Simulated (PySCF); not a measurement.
**PbOI2: singlet, from a T-shaped (ligand arrangement 2) start**

The task is one start of a wider search on PbOI2: the singlet, from a T-shaped (ligand arrangement 2) start. It is relaxed, tested by its Hessian and followed downhill if it is a saddle.

The runs use PySCF 2.14.0; B3LYP, basis Pb def2-SVP with ECP60, O def2-SVP, I def2-SVP with ECP28, scalar-relativistic core potentials, no spin–orbit coupling, density fitting.

## (1) Starting geometry

4 atoms, charge 0, spin multiplicity 1.

Bond lengths: Pb1–O2 1.920 Å, Pb1–I3 2.770 Å, Pb1–I4 2.770 Å. Angles: O2–Pb1–I3 88.0°, O2–Pb1–I4 88.0°, I3–Pb1–I4 176.0°.

```xyz
4
charge 0 multiplicity 1
Pb    0.0000    0.0000    0.0000
O     0.0000    0.0000    1.9200
I     2.7683    0.0000    0.0967
I    -2.7683    0.0000    0.0967
```

## (2) The SCF at the typed geometry

The steps below are one call of a driver around PySCF. For each, scf.py gives the equivalent set-up of the SCF; relaxations use the driver's own optimiser. After this first run the driver tries any further starts and a stability analysis.

scf.py

```python
from pyscf import gto, scf, dft
mol = gto.M(atom='''
Pb     0.000000     0.000000     0.000000
O      0.000000     0.000000     1.920000
I      2.768300     0.000000     0.096700
I     -2.768300     0.000000     0.096700''',
    basis={'Pb': 'def2-SVP', 'O': 'def2-SVP', 'I': 'def2-SVP'},
    ecp={'Pb': 'def2-SVP', 'I': 'def2-SVP'},
    charge=0, spin=0)
mf = dft.RKS(mol, xc='B3LYP')
mf.grids.atom_grid = (50, 194)
aux = {'Pb': 'def2-universal-JKFIT', 'O': 'def2-universal-JKFIT', 'I': 'def2-universal-JKFIT'}
mf = mf.density_fit(auxbasis=aux)
mf.conv_tol = 1e-08
mf.diis_space = 10
mf.max_cycle = 60
mf.init_guess = 'huckel'
mf.verbose = 4
mf.kernel()
```

Run with:

```
$ OMP_NUM_THREADS=2 python axn.py task.json out
```

Output, shortened:

```text
[... the frontier levels of the middle cycles are left out ...]
init E= -862.963239319906
  HOMO = -0.153479355911447  LUMO = -0.113722271015973  gap/eV = 1.08185
cycle= 1 E= -856.741063433718  delta_E= 6.22  |g|= 3.39  |ddm|= 6.83
  HOMO = -0.181544172489619  LUMO = -0.165685719329006  gap/eV = 0.43153
cycle= 2 E= -834.646719831023  delta_E= 22.1  |g|= 7.67  |ddm|= 13.2
  HOMO = -0.283396602562329  LUMO = -0.171334269121488  gap/eV = 3.04937
cycle= 3 E= -860.283965754818  delta_E= -25.6  |g|= 3.45  |ddm|= 10.5
cycle= 4 E= -862.681384490878  delta_E= -2.4  |g|= 1.78  |ddm|= 2.61
cycle= 5 E= -863.075772721243  delta_E= -0.394  |g|= 1.15  |ddm|= 3.33
cycle= 6 E= -863.374527436806  delta_E= -0.299  |g|= 0.937  |ddm|= 2.85
cycle= 7 E= -863.583361106907  delta_E= -0.209  |g|= 0.353  |ddm|= 0.815
cycle= 8 E= -863.59654696114  delta_E= -0.0132  |g|= 0.278  |ddm|= 0.214
cycle= 9 E= -863.617604233222  delta_E= -0.0211  |g|= 0.0507  |ddm|= 0.31
cycle= 10 E= -863.618366205485  delta_E= -0.000762  |g|= 0.00625  |ddm|= 0.0789
cycle= 11 E= -863.618375255301  delta_E= -9.05e-06  |g|= 0.00366  |ddm|= 0.0129
cycle= 12 E= -863.618378925517  delta_E= -3.67e-06  |g|= 0.00103  |ddm|= 0.00679
cycle= 13 E= -863.618379214755  delta_E= -2.89e-07  |g|= 0.000196  |ddm|= 0.000926
cycle= 14 E= -863.618379228704  delta_E= -1.39e-08  |g|= 3.92e-05  |ddm|= 0.000368
cycle= 15 E= -863.618379229556  delta_E= -8.52e-10  |g|= 8.74e-06  |ddm|= 0.000139
  HOMO = -0.237313248986379  LUMO = -0.208912182575506  gap/eV = 0.77283
Extra cycle  E= -863.618379229321  delta_E= 2.35e-10  |g|= 3.35e-05  |ddm|= 4.22e-05
converged SCF energy = -863.618379229321
```

This step, with its further starts and checks, took 11 s on 2 threads of Arm Neoverse V1, shared host.

This is not the lowest solution: one lies 0.9 kJ/mol lower, at -863.61870 Eh, and the relaxation starts from that.

## (3) T-shaped (ligand arrangement 2) start, singlet: relaxation

The program finds C2v symmetry in the start, which this walk keeps. The walk stops when the largest gradient is under 0.0003 Eh/bohr and the energy has settled too.

Changes to scf.py since step 2:

```diff
@@ -3,4 +3,4 @@
-Pb     0.000000     0.000000     0.000000
-O      0.000000     0.000000     1.920000
-I      2.768300     0.000000     0.096700
-I     -2.768300     0.000000     0.096700''',
+Pb     0.000000     0.000000    -0.115646
+O      0.000000     0.000000     1.804354
+I      2.768300     0.000000    -0.018946
+I     -2.768300     0.000000    -0.018946''',
@@ -17 +16,0 @@
-mf.init_guess = 'huckel'
```

Steps of the walk:

```tsv
step	energy (Eh)	change (kJ/mol)	largest symmetric gradient (Eh/bohr)
0	-863.618705	0.00	0.03459
1	-863.636519	-46.77	0.02886
2	-863.656324	-98.77	0.01521
3	-863.662901	-116.04	0.01610
4	-863.668037	-129.52	0.01714
5	-863.677264	-153.75	0.01438
6	-863.684970	-173.98	0.00949
7	-863.687045	-179.43	0.00147
8	-863.687232	-179.92	0.00138
9	-863.687235	-179.92	0.00022
```

The walk took 38 s.

Geometry (Å) and forces (eV/Å) at some steps:

```
step 0
Pb   0.000   0.000  -0.116  -0.139   0.000  -0.128
O    0.000   0.000   1.804  -0.220   0.000   1.778
I    2.768   0.000  -0.019   1.256   0.000  -0.895
I   -2.768   0.000  -0.019  -0.897   0.000  -0.755
step 1
Pb   0.000   0.000  -0.018   0.000   0.000   1.484
O    0.000   0.000   1.944   0.000   0.000   0.135
I    2.822   0.000  -0.137   0.390   0.000  -0.809
I   -2.822   0.000  -0.137  -0.390   0.000  -0.809
step 5
Pb   0.000   0.000   0.554   0.001   0.000   0.535
O    0.000   0.000   2.538   0.000   0.000  -0.664
I    2.647   0.000  -0.721  -0.740   0.000   0.065
I   -2.647   0.000  -0.721   0.739   0.000   0.065
step 9
Pb   0.000   0.000   0.761   0.000   0.000   0.011
O    0.000   0.000   2.711   0.000   0.000   0.007
I    2.259   0.000  -0.910   0.010   0.000  -0.009
I   -2.259   0.000  -0.910  -0.010   0.000  -0.009
```

It settles in C2v symmetry, 179.9 kJ/mol below the start, after 9 steps: Pb–I 2.810 Å (×2), Pb–O 1.950 Å; I–Pb–I 107.0°, I–Pb–O 126.5° (×2).

## (4) Frequencies

The point is checked on the finer grid, and tightened if its gradient asks for it. The Hessian and the dipole derivatives come from central differences of analytic gradients, with steps of 0.02 bohr.

Changes to scf.py since step 3:

```diff
@@ -3,4 +3,4 @@
-Pb     0.000000     0.000000    -0.115646
-O      0.000000     0.000000     1.804354
-I      2.768300     0.000000    -0.018946
-I     -2.768300     0.000000    -0.018946''',
+Pb     0.000000     0.000000     0.833301
+O      0.000000     0.000000     2.782846
+I      2.247445     0.000000    -0.859388
+I     -2.247445     0.000000    -0.859388''',
@@ -11 +11 @@
-mf.grids.atom_grid = (50, 194)
+mf.grids.atom_grid = (75, 302)
@@ -14 +14 @@
-mf.conv_tol = 1e-08
+mf.conv_tol = 1e-10
```

The driver hands on the density of the step before, so the log starts near convergence.

Log of the central SCF (cycles and frontier levels):

```text
init E= -863.686706366068
  HOMO = -0.284080406781433  LUMO = -0.177097719677271  gap/eV = 2.91115
cycle= 1 E= -863.686706365947  delta_E= 1.21e-10  |g|= 2.24e-05  |ddm|= 2.66e-05
  HOMO = -0.284072989850839  LUMO = -0.177095217911798  gap/eV = 2.91101
cycle= 2 E= -863.686706363424  delta_E= 2.52e-09  |g|= 0.000103  |ddm|= 0.000119
  HOMO = -0.284079067100006  LUMO = -0.177097280957849  gap/eV = 2.91112
cycle= 3 E= -863.686706366073  delta_E= -2.65e-09  |g|= 1.28e-06  |ddm|= 9.7e-05
  HOMO = -0.284079106381236  LUMO = -0.177097303530648  gap/eV = 2.91112
cycle= 4 E= -863.686706366074  delta_E= -9.09e-13  |g|= 1.17e-07  |ddm|= 2.18e-06
  HOMO = -0.284079091136391  LUMO = -0.17709728249369  gap/eV = 2.91112
Extra cycle  E= -863.686706366076  delta_E= -2.27e-12  |g|= 1.47e-07  |ddm|= 4.02e-07
converged SCF energy = -863.686706366076
```

The whole step took 69 s.

Geometry: C2v; Pb–I 2.814 Å (×2), Pb–O 1.950 Å; I–Pb–I 106.0°, I–Pb–O 127.0° (×2).

Modes, for the most abundant isotopes:

```tsv
symmetry	ω (cm⁻¹)	IR (km/mol)	type
a1	45	0.3	bend
b1	77	11.7	bend
b2	99	30.6	bend
a1	150	3.7	stretch
b2	164	33.4	stretch
a1	687	17.9	stretch
```

No imaginary mode, so this is a minimum.

Properties at this point:

```
Dipole moment                                                   : 2.38 D
Highest occupied level                                          : -7.73 eV
Lowest empty level                                              : -4.82 eV
Rotational constants                                            : 0.03699, 0.01315, 0.009701 cm⁻¹
Zero-point energy                                               : 7.3 kJ/mol
Principal polarisabilities                                      : 51.4, 109.4, 158.0 bohr³
Atomisation energy without zero-point energy                    : 650 kJ/mol
Principal traceless quadrupole moments about the centre of mass : -12.75, 5.57, 7.18 D Å
Entropy at 298.15 K and 1 bar                                   : 389.9 J/(mol K)
Heat capacity Cp at 298.15 K                                    : 77.3 J/(mol K)
Enthalpy at 298.15 K above 0 K                                  : 19.74 kJ/mol
Rotational symmetry number                                      : 2
```

Charges (e) and bond orders:

```
atom  Mulliken  Löwdin  polar tensor  Mayer order to Pb1
 Pb1      0.74    0.39          1.31                   –
  O2     -0.47   -0.38         -0.53                1.60
I3,4     -0.14    0.00         -0.39                0.87
```

Outer orbital energies (eV). occupied: -9.55, -9.34, -8.60, -8.03, -7.98, -7.85, -7.81, -7.73; empty: -4.82, -2.95, -0.69, 0.52.

Mulliken populations on Pb1 (outside its core potential): s 3.56, p 7.49, d 10.21.

## (5) Stability of the closed shell

At the lowest minimum the closed shell is tested against spin polarisation, on the (50, 194) grid. It is stable.

## (6) Results

```
                                 quantity                                                               value
                                  minimum                                                        singlet, C2v
                                 geometry  Pb–I 2.814 Å (×2), Pb–O 1.950 Å; I–Pb–I 106.0°, I–Pb–O 127.0° (×2)
                       wavenumbers (cm⁻¹)             45 (a1), 77 (b1), 99 (b2), 150 (a1), 164 (b2), 687 (a1)
                            dipole moment                                                              2.38 D
     highest occupied, lowest empty level                                                     -7.73, -4.82 eV
               polar-tensor charge of Pb1                                                             +1.31 e
                        zero-point energy                                                          7.3 kJ/mol
                      entropy at 298.15 K                                                     389.9 J/(mol K)
atomisation energy (no zero-point energy)                                                          650 kJ/mol
```

**Reading.** The molecule stays C2v, as typed, and the end point is a minimum. In the infrared the band at 164 cm⁻¹ (b2, stretch) leads. Only this shape and spin were tried, so other structures or states may lie lower. With an element this heavy the missing spin–orbit coupling can shift these numbers.

The search up to here took 2 min on 2 threads of Arm Neoverse V1, shared host.
